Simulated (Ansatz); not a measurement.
# ClK: the cost of one run

Program: Ansatz 0.2.0. Level of theory: the levels named in each step. These are calculated values, not measurements.

## 1. The structure to begin with

Bond lengths: Cl1–K2 2.581 Å.

As a file:

```xyz
2

Cl    0.0000    0.0000    0.0000
K     0.0000    0.0000    2.5814
```

## 2. A rough first relaxation, PBE-D4/def2-SVPD

input.yaml

```yaml
crystal:
  periodic: [false, false, false]
  atoms:
    - { symbol: Cl, position_ang: [0.0, 0.0, 0.0] }
    - { symbol: K, position_ang: [0.0, 0.0, 2.58136] }
magnetization:
  spin_polarized: true
  initial_magnetization: 1
total_charge: -1
basis:
  gaussian: { orbitals: def2-SVPD }
hamiltonian:
  xc: pbe
  dispersion: d4
relax:
  f_tol: 0.03
  max_steps: 200
```

Run with:

```sh
ansatz run input.yaml --threads 2 --pin off --max-ram 5120MiB --backend cpu --events-out ev --progress --plain --runs-dir out
```

**Question.** How long does this run take on 2 threads of Intel Xeon at 2.70GHz, shared host, and how much memory does it need?

About 8.1 s, with a peak of 0.15 GiB.
